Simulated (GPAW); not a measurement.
# NbTe (P-6m2) in GPAW: density of states with LDA+U

Aim: the density of states of NbTe with LDA+U.

All numbers are computed with GPAW 26.7.0; they aren't measurements. Logs are shortened: lines on timing, memory, paths and dates and some standing lists are left out, and cuts for length are marked. The log counts tension as positive stress, the text compression.

## (1) Starting point

Symmetry: P-6m2, No. 187, hexagonal system. Conventional cell: a = 3.703 Å, b = 3.703 Å, c = 3.694 Å, α = 90.00°, β = 90.00°, γ = 120.00°. Around Te (site symmetry -6m2) lie 6 Nb at 2.83 Å. Nb (site symmetry -6m2) has 6 Te at 2.83 Å as nearest neighbours.

The cell comes from a database or a generator and needn't be the stable form of this composition.

## (2) Density of states, LDA+U

run.py

```python
import numpy as np
from ase.dft.bandgap import bandgap
from ase.io import read, write
from ase.units import GPa
from gpaw import GPAW, PW

atoms = read('POSCAR')

calc = GPAW(mode=PW(600),
            xc='LDA',
            kpts={'size': (8, 8, 7), 'gamma': True},
            occupations={'name': 'improved-tetrahedron-method'},
            setups={'Nb': ':d,5.0'},
            nbands=20,
            convergence={'density': 1e-05, 'energy': 1e-05},
            maxiter=150,
            txt='gpaw.txt')
atoms.calc = calc
energy = atoms.get_potential_energy()
forces = atoms.get_forces()
stress = atoms.get_stress()
calc.write('gs.gpw')
write('result.traj', atoms)
print(f'Energy: {energy:.6f} eV')
print('Forces (eV/A):')
print(forces.round(4))
print('Stress (GPa):', (stress / GPa).round(3))
print('Fermi level:', round(calc.get_fermi_level(), 4), 'eV')
print(f'Gap: {bandgap(calc)[0]:.4f} eV, direct: {bandgap(calc, direct=True)[0]:.4f} eV')

dense = calc.fixed_density(kpts={'size': (12, 12, 10), 'gamma': True}, update_fermi_level=True,
                           nbands=32, convergence={'bands': 'CBM+6.0', 'eigenstates': 1e-6}, txt='dos.txt')
ef = dense.get_fermi_level()
dos = dense.dos(shift_fermi_level=False)
energies = np.linspace(ef - 14, ef + 6, 401)
spins = [None]
columns = [energies] + [dos.raw_dos(energies, spin=s, width=0.05) for s in spins]
for symbol, l in [('Nb', 0), ('Nb', 1), ('Nb', 2), ('Te', 0), ('Te', 1), ('Te', 2)]:
    for s in spins:
        columns.append(sum(dos.raw_pdos(energies, a=a.index, l=l, spin=s, width=0.05)
                           for a in atoms if a.symbol == symbol))
np.savetxt('dos.dat', np.array(columns).T, fmt='%.4f')
print('Fermi level on the dense mesh:', round(ef, 4), 'eV')
```

POSCAR

```
NbTe
1.0
    3.7029743866      0.0000000000      0.0000000000
   -1.8514871933      3.2068698884      0.0000000000
    0.0000000000      0.0000000000      3.6942110000
Te Nb
1 1
Direct
    0.6666666667      0.3333333333      0.0000000000
    0.0000000000      0.0000000000      0.5000000000
```

Potentials or basis: the program's PAW data sets (release 1.2.1) made for this functional, pw.

The run is started by

```
$ OMP_NUM_THREADS=1 python run.py
```

gpaw.txt:

```text
__  _  _
 | _ |_)|_||  |
 |__||  | ||/\| - 26.7.0

Input parameters:
  mode=PW(ecut=600.0),
  convergence={'density': 1e-05, 'energy': 1e-05},
  kpts=MonkhorstPack(size=(8, 8, 7), gamma=True),
  maxiter=150,
  nbands=20,
  occupations=Occupations(name='improved-tetrahedron-method'),
  setups={'Nb': ':d,5.0'},
  xc=XC(name='LDA')

Diagonalizing LCAO Hamiltonian
Converting LCAO to pw mode

       Nb

            Te

Atoms  # Å, Bohr magnetons
|   | symbol |        x |        y |        z |    initial magnetic moments |
|---|--------|----------|----------|----------|-----------------------------|
| 0 |     Te | 1.851487 | 1.068957 | 0.000000 | ( 0.0000,  0.0000,  0.0000) |
| 1 |     Nb | 0.000000 | 0.000000 | 1.847106 | ( 0.0000,  0.0000,  0.0000) |

Unit cell  # Å
| periodic |         x |        y |        z |  lengths |     angles |
|----------|-----------|----------|----------|----------|------------|
|      yes |  3.702974 | 0.000000 | 0.000000 | 3.702974 |  90.000000 |
|      yes | -1.851487 | 3.206870 | 0.000000 | 3.702974 |  90.000000 |
|      yes |  0.000000 | 0.000000 | 3.694211 | 3.694211 | 120.000000 |

Number of symmetries: 12
Symmetry operations  # r_c * U_cc + t_c -> r_c
|    | kind |            matrix            |
|----|------|------------------------------|
|  0 |  σ   |  1, 1, 0,  0,-1, 0,  0, 0, 1 |
|  1 |  C2  |  1, 1, 0,  0,-1, 0,  0, 0,-1 |
|  2 |  E   |  1, 0, 0,  0, 1, 0,  0, 0, 1 |
|  3 |  σ   |  1, 0, 0,  0, 1, 0,  0, 0,-1 |
|  4 |  C3  |  0, 1, 0, -1,-1, 0,  0, 0, 1 |
|  5 |  S3  |  0, 1, 0, -1,-1, 0,  0, 0,-1 |
|  6 |  σ   |  0,-1, 0, -1, 0, 0,  0, 0, 1 |
|  7 |  C2  |  0,-1, 0, -1, 0, 0,  0, 0,-1 |
|  8 |  σ   | -1, 0, 0,  1, 1, 0,  0, 0, 1 |
|  9 |  C2  | -1, 0, 0,  1, 1, 0,  0, 0,-1 |
| 10 |  C3  | -1,-1, 0,  1, 0, 0,  0, 0, 1 |
| 11 |  S3  | -1,-1, 0,  1, 0, 0,  0, 0,-1 |

BZ-sampling:
  Number of BZ points: 448
  Number of IBZ points: 40

  Monkhorst-Pack size: [8, 8, 7]
  Monkhorst-Pack shift: [0.0625, 0.0625, 0.0]

K-points  # in reciprocal-cell coordinates
|     |                                coordinates |     weight |
|-----|--------------------------------------------|------------|
|   0 | (  0.00000000,   0.00000000,   0.00000000) | 0.00223214 |
|   1 | (  0.00000000,   0.00000000,   0.14285714) | 0.00446429 |
|   2 | (  0.00000000,   0.00000000,   0.28571429) | 0.00446429 |
|   3 | (  0.00000000,   0.00000000,   0.42857143) | 0.00446429 |
|   4 | (  0.12500000,   0.00000000,   0.00000000) | 0.01339286 |
|   5 | (  0.12500000,   0.00000000,   0.14285714) | 0.02678571 |
|   6 | (  0.12500000,   0.00000000,   0.28571429) | 0.02678571 |
|   7 | (  0.12500000,   0.00000000,   0.42857143) | 0.02678571 |
|   8 | (  0.25000000,  -0.12500000,   0.00000000) | 0.01339286 |
|   9 | (  0.25000000,  -0.12500000,   0.14285714) | 0.02678571 |
| ... |                                            |            |
|  39 | (  0.50000000,   0.50000000,   0.42857143) | 0.01339286 |

Plane wave coefficients: 1509
Cutoff: 600.0 eV

Spin-components: 1 (collinear spins)
Bands:           20
Projectors:      11
Spin-degeneracy: 2
Datatype:        complex128

Parallelization:
  kpt:    1
  domain: 1
  band:   1

Density:
  Valence electrons: 19.0
  Components: 1
  Grid points: [21 21 21]
  Charge: 0.0  # |e|

Potential:
  Grid points: [21 21 21]

species:
  Te:
    name:    Tellurium
    Z:       52.0
    valence: 6
    core:    46
    charge:  0.0  # [|e|]
    compensation charges:
      type: gauss
      rc: 0.36  # [Å]
      lmax: 2
    cutoffs:
      filter: 2.09  # [Å]
      core: 3.17  # [Å]
    projectors
    | kind |    occ | energy [eV] | rcut [Å] |
    |------|--------|-------------|----------|
    |   5s |  2.000 |     -15.337 |    1.180 |
    |   5p |  4.000 |      -6.113 |    1.196 |
    |    s |        |      11.875 |    1.180 |
    |    p |        |      21.098 |    1.196 |
    |    d |        |       0.000 |    1.238 |

    Using partial waves for Te as LCAO basis

  Nb:
    name:    Niobium
    Z:       41.0
    valence: 13
    core:    28
    charge:  0.0  # [|e|]
    Hubbard: {U: 5.0,  # eV
              l: 2,
              scale: True}
    compensation charges:
      type: gauss
      rc: 0.40  # [Å]
      lmax: 2
    cutoffs:
      filter: 2.35  # [Å]
      core: 1.51  # [Å]
    projectors
    | kind |    occ | energy [eV] | rcut [Å] |
    |------|--------|-------------|----------|
    |   4s |  2.000 |     -58.430 |    1.323 |
    |   5s |  1.000 |      -4.193 |    1.323 |
    |   4p |  6.000 |     -34.616 |    1.323 |
    |   5p |  0.000 |      -1.221 |    1.323 |
    |   4d |  4.000 |      -3.208 |    1.244 |
    |    d |        |      24.003 |    1.244 |

    Using partial waves for Nb as LCAO basis

Reference energy: -288433.026202  # eV

eigensolver:
  PPCG
  Converge bands: occupied
  niter=2

density mixing:
  MSR1-Mixer
  Pratt-step length: 0.05
  Maximum mixing coefficient: 0.75
  Old densities: 10
  SVD Regularization: 0.005
  Good broyden scale: 1.0
  Trust region scale: 1.0
  Backstep threshold: 4.0
  History deletion threshold: 6.0
  Fourier metric: weight=20.0, sigma=0.015

occupation numbers:
  TetrahedronMethod(rcell=[[0.2700531776883774, 0.1559152748318905, 0.0], [0.0, 0.311830549663781, 0.0], [0.0, 0.0, 0.27069379632078405]], size=[8, 8, 7], bz2ibzmap=[27, 26, 25, 24, 25, 26, 27, 27, 26, 25, 24, 25, 26, 27, 35, 34, 33, 32, 33, 34, 35, 23, 22, 21, 20, 21, 22, 23, 19, 18, 17, 16, 17, 18, 19, 19, 18, 17, 16, 17, 18, 19, 23, 22, 21, 20, 21, 22, 23, 35, 34, 33, 32, 33, 34, 35, 27, 26, 25, 24, 25, 26, 27, 31, 30, 29, 28, 29, 30, 31, 19, 18, 17, 16, 17, 18, 19, 15, 14, 13, 12, 13, 14, 15, 11, 10, 9, 8, 9, 10, 11, 15, 14, 13, 12, 13, 14, 15, 19, 18, 17, 16, 17, 18, 19, 31, 30, 29, 28, 29, 30, 31, 35, 34, 33, 32, 33, 34, 35, 19, 18, 17, 16, 17, 18, 19, 11, 10, 9, 8, 9, 10, 11, 7, 6, 5, 4, 5, 6, 7, 7, 6, 5, 4, 5, 6, 7, 11, 10, 9, 8, 9, 10, 11, 19, 18, 17, 16, 17, 18, 19, 35, 34, 33, 32, 33, 34, 35, 23, 22, 21, 20, 21, 22, 23, 15, 14, 13, 12, 13, 14, 15, 7, 6, 5, 4, 5, 6, 7, 3, 2, 1, 0, 1, 2, 3, 7, 6, 5, 4, 5, 6, 7, 15, 14, 13, 12, 13, 14, 15, 23, 22, 21, 20, 21, 22, 23, 39, 38, 37, 36, 37, 38, 39, 19, 18, 17, 16, 17, 18, 19, 11, 10, 9, 8, 9, 10, 11, 7, 6, 5, 4, 5, 6, 7, 7, 6, 5, 4, 5, 6, 7, 11, 10, 9, 8, 9, 10, 11, 19, 18, 17, 16, 17, 18, 19, 35, 34, 33, 32, 33, 34, 35, 35, 34, 33, 32, 33, 34, 35, 19, 18, 17, 16, 17, 18, 19, 15, 14, 13, 12, 13, 14, 15, 11, 10, 9, 8, 9, 10, 11, 15, 14, 13, 12, 13, 14, 15, 19, 18, 17, 16, 17, 18, 19, 31, 30, 29, 28, 29, 30, 31, 27, 26, 25, 24, 25, 26, 27, 31, 30, 29, 28, 29, 30, 31, 23, 22, 21, 20, 21, 22, 23, 19, 18, 17, 16, 17, 18, 19, 19, 18, 17, 16, 17, 18, 19, 23, 22, 21, 20, 21, 22, 23, 35, 34, 33, 32, 33, 34, 35, 27, 26, 25, 24, 25, 26, 27, 27, 26, 25, 24, 25, 26, 27, 35, 34, 33, 32, 33, 34, 35, 35, 34, 33, 32, 33, 34, 35, 31, 30, 29, 28, 29, 30, 31, 35, 34, 33, 32, 33, 34, 35, 39, 38, 37, 36, 37, 38, 39, 35, 34, 33, 32, 33, 34, 35, 31, 30, 29, 28, 29, 30, 31, 35, 34, 33, 32, 33, 34, 35, 39, 38, 37, 36, 37, 38, 39], parallel_layout=<1x1x1>)

poisson solver:
  ecut: 4800.0  # eV

xc functional:
  name: None

convergence criteria:
- Maximum integral of absolute [dens]ity change: 1e-05 electrons / valence electron
- Maximum [total energy] change in last 3 cyles: 1e-05 eV / valence electron
- Maximum integral of absolute [eigenst]ate change: 4e-08 eV^2 / valence electron
maximum number of iterations: 150

SCF iterations
|iter     | |      energy | eigst |  dens |
|---------|-|-------------|-------|-------|
|iter:   1| |  -10.654730 | +0.20 |       |
|iter:   2| |  -10.484154 | -2.15 | -1.04 |
|iter:   3| |   -9.937045 | -1.35 | -1.08 |
|iter:   4| |   -9.941652 | -3.30 | -1.66 |
|iter:   5| |   -9.952720 | -3.42 | -2.00 |
|iter:   6| |   -9.959500 | -4.05 | -2.43 |
|iter:   7| |   -9.963462 | -4.16 | -2.78 |
|iter:   8| |   -9.963948 | -4.93 | -3.15 |
|iter:   9| |   -9.964110 | -4.48 | -3.41 |
|iter:  10| |   -9.964204 | -5.96 | -3.65 |
|iter:  11| |   -9.964213c| -7.10 | -4.29 |
|iter:  12| |   -9.964214c| -7.94c| -5.24c|

Converged in 12 steps
Energy contributions relative to reference atoms: (reference = -288433.026202)

Energy contributions:
  Kinetic:           2.978553
  Coulomb:          -6.301326
  Zero:              0.059750
  External:          0.000000
  Xc:               -6.701191
  Entropy:           0.000000
  Spinorbit:         0.000000
  ----------------------------
  Free energy:      -9.964214
  Extrapolated:     -9.964214

dipole moment: (-3.993447, -13.352131, -15.761898)  # |e|*Ang

Fermi level: 10.875
Eigenvalues  # (at kpt = [0.000, 0.000, 0.000])
| band index |      eig [eV] | occ [0-2] |
|------------|---------------|-----------|
|          0 |       -45.393 |     2.000 |
|        ... |               |           |
|          3 |       -21.431 |     2.000 |
|          4 |        -3.612 |     2.000 |
|          5 |         7.693 |     2.000 |
|          6 |         7.693 |     2.000 |
|          7 |         8.283 |     2.000 |
|          8 |         8.347 |     2.000 |
|          9 |        10.755 |     2.000 |
|         10 |        10.755 |     0.827 |
|         11 |        13.299 |     0.000 |
|         12 |        13.299 |     0.000 |
|         13 |        13.400 |     0.000 |
|         14 |        16.820 |     0.000 |
|         15 |        17.891 |     0.000 |
|         16 |        17.891 |     0.000 |
|         17 |        22.954 |     0.000 |
|         18 |        22.954 |     0.000 |
|         19 |        23.586 |     0.000 |

No gap
No difference between direct/indirect transitions

Forces  # eV/Ang
|        x |       y |       z |
|----------|---------|---------|
| -0.00000 | 0.00000 | 0.00000 |  # Te   0
| -0.00000 | 0.00000 | 0.00000 |  # Nb   1

Stress tensor  # eV/Ang^3
|        x |        y |        z |
|----------|----------|----------|
| 0.039608 | 0.000000 | 0.000000 |
| 0.000000 | 0.039608 | 0.000000 |
| 0.000000 | 0.000000 | 0.030761 |

# Writing to gs.gpw (mode='')
```

Run time: 62 s. Hardware: 1 thread of Arm Neoverse V2, shared host; peak memory 0.3 GiB.

What came out:

```
Free energy                          : -9.9642 eV
Pressure                             : -5.9 GPa
Band gap on the k mesh               : none (metal or under the smearing width)
Density of states at the Fermi level : 0.98 states/eV per cell
```

States per cell in windows of 1 eV (zero at the Fermi level; states under -8 eV left out):
```
from (eV)  total
     -8.0   0.18
     -7.0   1.38
     -6.0   1.18
     -5.0   1.65
     -4.0   1.46
     -3.0   0.23
     -2.0   1.86
     -1.0   1.09
      0.0   1.30
      1.0   3.06
      2.0   2.19
      3.0   0.87
      4.0   0.90
      5.0   1.22
```

Caveat: U without spin polarisation on a metal has little footing; the U is typed as a test and isn't derived for this compound. The run has no spin-orbit coupling, so splittings on Te are missing.
